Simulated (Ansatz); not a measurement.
**SiWI, relaxed**

Aim: in SiWI, a known structure type filled with other elements, at an estimated volume, relax the atoms in a fixed cell, then read levels, charges and fields where it ends.

All numbers below are computed with Ansatz 0.2.0 (DFT, r2SCAN, with U_eff = 2.01 eV on W d, no spin polarisation, plane waves, PAW).

## 1. The structure

Symmetry: P4/nmm, No. 129, tetragonal system. Conventional cell: a = 4.229 Å, b = 4.229 Å, c = 8.176 Å, α = 90.00°, β = 90.00°, γ = 90.00°. W (site symmetry 4mm) has 4 Si at 2.67 Å and 4 I at 3.10 Å as nearest neighbours. Around Si (site symmetry -4m2) lie 4 W at 2.67 Å. I (site symmetry 4mm) is surrounded by 4 W at 3.10 Å.

As a file:

```
CELL_PARAMETERS angstrom
4.22923 0.00000 0.00000
0.00000 4.22923 0.00000
0.00000 0.00000 8.17593
ATOMIC_POSITIONS crystal
W 0.00000 0.50000 0.20000
W 0.50000 0.00000 0.80000
Si 0.00000 0.00000 0.00000
Si 0.50000 0.50000 0.00000
I 0.00000 0.50000 0.70000
I 0.50000 0.00000 0.30000
```

It starts from an earlier solution of the starting cell (checkpoint.read).

## 2. The relaxation

File input.yaml:

```yaml
crystal:
  lattice:
    - [4.22922732, 0.0, 0.0]
    - [0.0, 4.22922732, 0.0]
    - [0.0, 0.0, 8.17592611]
  atoms:
    - { symbol: W, position: [0.0, 0.5, 0.2] }
    - { symbol: W, position: [0.5, 0.0, 0.8] }
    - { symbol: Si, position: [0.0, 0.0, 0.0] }
    - { symbol: Si, position: [0.5, 0.5, 0.0] }
    - { symbol: I, position: [0.0, 0.5, 0.7] }
    - { symbol: I, position: [0.5, 0.0, 0.3] }
  symmetry: { tolerance: 0.0003 }
kpoints:
  mp_grid: { grid: [8, 8, 4], shift: [0, 0, 0] }
magnetization:
  spin_polarized: false
scf:
  occupations: { method: fermi_dirac }
  lower_state_search: "off"
hamiltonian:
  pseudopotentials: { kind: paw }
  xc: r2scan
  hubbard:
    projectors: all-electron-ortho-atomic
    sites: [{ species: W, l: d, u_eff: 2.01 }]
basis:
  ecutwfc: 500
  fft_grid_basis: typed
relax:
  max_steps: 80
output:
  forces: true
  stress: true
  eigenvalues: true
  bader: true
  populations: true
  elf: true
  write_potential: true
  volumetric_format: npy
  dos:
    e_range: [-12, 8]
    de: 0.05
    projected: { site_lists: { I: [I], Si: [Si], W: [W] } }
  write_density: true
checkpoint:
  read: saved_state
```

Run with:

```
> ansatz run input.yaml --threads 2 --pin off --max-ram 3584MiB --backend cpu --events-out ev --progress --plain --runs-dir out
```

Log, cut to the lines that bear on the results:

```text
Warning: output.stress: scf.convergence.dr2_threshold = 1e-7 eV (the SCF's general default) is looser than the 6e-10 eV advised for a printed stress (1e-10 eV for each atom of the cell: 6). What an SCF threshold leaves in a stress goes as its square root, and in the free energy as the [...]
Warning: RAYON_NUM_THREADS=2 ignored (pool sized by the plan → 2); use --threads N
W: projections on atomic orbitals take those of the free atom [Kr 4d10 4f14] 5s2 5p6 5d4 6s2, of charge +0.00 (hamiltonian.pseudopotentials.projection_atoms); the dataset's partial waves leave at most 6.5e-5 of an orbital's norm unspanned inside its sphere
Si: projections on atomic orbitals take those of the free atom [Ne] 3s2 3p2, of charge +0.00 (hamiltonian.pseudopotentials.projection_atoms); the dataset's partial waves leave at most 6.1e-8 of an orbital's norm unspanned inside its sphere
I: projections on atomic orbitals take those of the free atom [Kr] 4d10 5s2 5p5, of charge +0.00 (hamiltonian.pseudopotentials.projection_atoms); the dataset's partial waves leave at most 9.4e-6 of an orbital's norm unspanned inside its sphere
[...]
Pseudopotentials: kind: paw
Pseudopotential: W, paw, valence charge 14, recommended cutoff 500 eV (meta_gga), W.paw.azcp
Pseudopotential: Si, paw, valence charge 4, recommended cutoff 500 eV (meta_gga), Si.paw.azcp
Pseudopotential: I, paw, valence charge 17, recommended cutoff 500 eV (meta_gga), I.paw.azcp
Functional definition: r2SCAN
[...]
Crystal: 6 atoms, lattice volume = 146.238 Å³
Basis set: ecut = 500 eV, 3725 PW (Γ), exchange–correlation on 128×128×240 points (64 copies of the dense FFT grid, shifted against one another)
Bands: 42, of which v1, the nominal top of the filled ones, is band 35 counted from 1 (34 counted from 0)
Symmetry: 16 space group operations
Space group: P4/nmm (ITA 129), of the structure as read, at distance tolerance 1.6e-3 Å
k-points: 45 of 256
[...]
SCF iter   1: F=-37117.875695 eV  HF=-37117.851196 eV  |F-HF|=2.45e-2  |Δ(HF+E_count)|=         —  Δρ=2.23e-3  dr2=3.85e-3  dr2_τ=3.78e-3  ethr=5.25e-6  ⟨swp⟩=2.6  Hψ=12087  notcnv=0
[...]
relax step   1: F+E_penalty+E_count = -37117.88013684 eV  Δ(F+E_penalty+E_count) = +0.000e0 eV  max|allowed force component| = 2.006e0 eV/Å  Δτ_max = 0.0000 Å  (11 SCF iters, accepted)
[...]
relax step   2: F+E_penalty+E_count = -37118.75561483 eV  Δ(F+E_penalty+E_count) = -8.755e-1 eV  max|allowed force component| = 1.037e0 eV/Å  Δτ_max = 0.1948 Å  (7 SCF iters, dr2 threshold 1.00e-4 eV, accepted)
[...]
SCF iter   4: F=-37118.993889 eV  HF=-37118.999008 eV  |F-HF|=5.12e-3  |Δ(HF+E_count)|=   1.99e-5  Δρ=1.13e-3  dr2=7.01e-3  dr2_τ=7.85e-5  ethr=2.04e-5  ⟨swp⟩=1.4  Hψ=1997  notcnv=0
```

## 3. The output, continued

The log, continued, cut to the lines that bear on the results:

```text
SCF iter   5: F=-37118.997447 eV  HF=-37118.998233 eV  |F-HF|=7.86e-4  |Δ(HF+E_count)|=   7.75e-4  Δρ=4.37e-4  dr2=1.20e-3  dr2_τ=6.52e-6  ethr=1.00e-5  ⟨swp⟩=2.0  Hψ=2330  notcnv=0
[...]
relax step   3: F+E_penalty+E_count = -37118.99812907 eV  Δ(F+E_penalty+E_count) = -2.425e-1 eV  max|allowed force component| = 1.538e-1 eV/Å  Δτ_max = 0.1949 Å  (7 SCF iters, dr2 threshold 6.72e-5 eV, accepted)
[...]
relax step   4: F+E_penalty+E_count = -37119.00386569 eV  Δ(F+E_penalty+E_count) = -5.737e-3 eV  max|allowed force component| = 1.384e-2 eV/Å  Δτ_max = 0.0315 Å  (6 SCF iters, dr2 threshold 1.48e-6 eV, accepted)
[...]
relax step   5: F+E_penalty+E_count = -37119.00388899 eV  Δ(F+E_penalty+E_count) = -2.330e-5 eV  max|allowed force component| = 6.785e-4 eV/Å  Δτ_max = 0.0013 Å  (5 SCF iters, accepted)
[...]
    - { symbol: W, position: [0.5, -1.3563736347027954e-36, 0.8163530102190142] }
    - { symbol: Si, position: [1.1405026942070637e-35, -6.670690006735061e-37, 2.355610750972449e-35] }
    - { symbol: Si, position: [0.5, 0.5, 2.355610750972449e-35] }
    - { symbol: I, position: [-2.988654419961939e-35, 0.5, 0.6483230220727864] }
    - { symbol: I, position: [0.5, 4.3248306876998974e-36, 0.35167697792721336] }
--- Löwdin populations: 6 sites ---
  site symbol       q [e]
     0      W     13.6224
     1      W     13.6224
     2     Si      4.0219
     3     Si      4.0219
     4      I     17.1667
     5      I     17.1667
  spilling = 0.005402 (of n_electrons = 70.000000)
--- Bader charges: 6 sites ---
  site symbol  charge [e]  shift [e]
     0      W      0.2068     0.0006
     1      W      0.2068     0.0006
     2     Si      0.2567     0.0006
     3     Si      0.2567     0.0006
     4      I     -0.4635     0.0000
     5      I     -0.4635     0.0000
  estimated error of the sums over rays = 5.1e-4 e
```

It took 2.1 min on 2 threads of AMD EPYC 7R13 (Zen 3), shared host; peak memory 1.2 GiB.

Step by step:

| step | energy from step 1 (eV/cell) | largest force component (eV/Å) |
| --- | --- | --- |
| 1 | 0.0000 | 2.0056 |
| 2 | -0.8755 | 1.0368 |
| 3 | -1.1180 | 0.1538 |
| 4 | -1.1237 | 0.0138 |
| 5 | -1.1238 | 0.0007 |

Step 1 is the start.

The largest move, 0.42 Å, is shared by several atoms, I5 among them.

## 4. Density of states

Counts of states in windows (eV from the Fermi level; tetrahedra), total and projected:

| from | to | total | I p | Si s | Si p | W d |
| --- | --- | --- | --- | --- | --- | --- |
| -4.5 | -4.0 | 2.65 | 1.54 | 0.05 | 0.45 | 0.52 |
| -4.0 | -3.5 | 3.18 | 1.70 | 0.05 | 0.55 | 0.81 |
| -3.5 | -3.0 | 1.92 | 0.92 | 0.03 | 0.36 | 0.52 |
| -3.0 | -2.5 | 2.75 | 1.24 | 0.05 | 0.52 | 0.83 |
| -2.5 | -2.0 | 1.57 | 0.44 | 0.02 | 0.34 | 0.72 |
| -2.0 | -1.5 | 2.26 | 0.45 | 0.01 | 0.62 | 1.06 |
| -1.5 | -1.0 | 2.24 | 0.46 | 0.02 | 0.48 | 1.11 |
| -1.0 | -0.5 | 1.79 | 0.18 | 0.01 | 0.25 | 1.23 |
| -0.5 | 0.0 | 1.88 | 0.12 | 0.01 | 0.06 | 1.53 |
| 0.0 | 0.5 | 2.88 | 0.25 | 0.01 | 0.04 | 2.36 |
| 0.5 | 1.0 | 1.18 | 0.10 | 0.02 | 0.05 | 0.88 |
| 1.0 | 1.5 | 2.66 | 0.29 | 0.08 | 0.11 | 1.90 |

The bands computed are complete only to about 2.1 eV above the Fermi level.

## 5. How the electrons are shared

Gathered by element (positive charge: electrons given up): Löwdin charges also hold the electrons that the projection spills.

| element | atoms | Bader charge (e) | Bader volume (Å³) | Löwdin charge (e) |
| --- | --- | --- | --- | --- |
| W | 2 | +0.21 | 22.0 | +0.38 |
| Si | 2 | +0.26 | 15.6 | -0.02 |
| I | 2 | -0.46 | 35.5 | -0.17 |

The Löwdin projection spills 0.5 % of the electrons and depends on the orbitals chosen; where it disagrees with Bader's partition, neither is an observable.

Eigenvalues of the corrected shells' occupation matrices:

| atom | shell | spin | eigenvalues |
| --- | --- | --- | --- |
| W1 | d | each | 0.16 0.47 0.57 0.57 0.72 |
| W2 | d | each | 0.16 0.47 0.57 0.57 0.72 |

## 6. Real-space fields

Maps in the plane spanned by b and c at height 0.000 along a (axes of the input's cell), one cell: b runs left to right (13 points from zero), c bottom to top (25 points), 90° apart. These are the smooth PAW fields, not the true ones near the nuclei.

Valence density. Ten steps from '0' (0.02 e/Å³) to '9' (17.30 e/Å³), finer at the low end (step k begins (100^(k/10) - 1)/99 of the way up):
```
1121100001121
2211000000112
2211000000112
1110000000011
0001112211100
0001233332100
0012346643210
0012479974210
0012489984210
0012368863210
0001234432100
0001123321100
0000011110000
0000000000000
0000000000000
0000000000000
0000112211000
0001235532100
0001467764100
0112577775211
1122577775221
2222467764222
2222334433222
1122222222221
0122111111221
```

ELF. Ten even steps from '0' (0.01) to '9' (0.90):
```
2235421124532
5553100001355
7752000000257
6531123321135
2212567765212
0025776677520
0147764467741
0167641146761
0167633336761
0167752257761
0047776677740
0015888888510
0001578875100
0000134431000
0000011110000
0000111111000
0001122221100
0001256652100
0112687786211
2333781187333
6675782287576
7897577775798
5899534435998
2489731137984
7257632236752
```

Atoms within 0.2 Å of the plane, in fractions of b and c: W at (0.50, 0.18), Si at (1.00, 0.00), I at (0.50, 0.65).

Along short contacts, where the density is least:

| contact | length (Å) | minimum at (fraction) | density (e/Å³) | ELF |
| --- | --- | --- | --- | --- |
| W1–Si3 | 2.594 | none clear | – | – |

## 7. Summary of results

| quantity | value |
| --- | --- |
| moves | 4 |
| energy gained | 187.3 meV/atom |
| largest move | 0.42 Å (I) |
| space group (0.01 Å), before / after | P4/nmm / P4/nmm |
| pressure left in the fixed cell | -7.4 GPa |
| character | metal |
| density of states, mean within 0.25 eV of the Fermi level | 6.3 per eV per cell |
| Bader charges | W +0.21, Si +0.26, I -0.46 e |

In the fixed cell the largest move of an atom is 0.42 Å; the energy fell by 187.3 meV per atom. The fixed cell still holds a mean pressure of -7.4 GPa, so it would shrink if let free. The run held to 16 symmetry operations, so a lower structure without them is not ruled out. It is a metal; within 0.25 eV of the Fermi level the density of states averages 6.3 per eV per cell, mostly W d (83 %). Si loses most charge (+0.26 e on average) and I gains most (-0.46 e).

Keep in mind: a Hubbard term without moments, so a magnetic state may lie lower; the SCF threshold is loose for a stress.
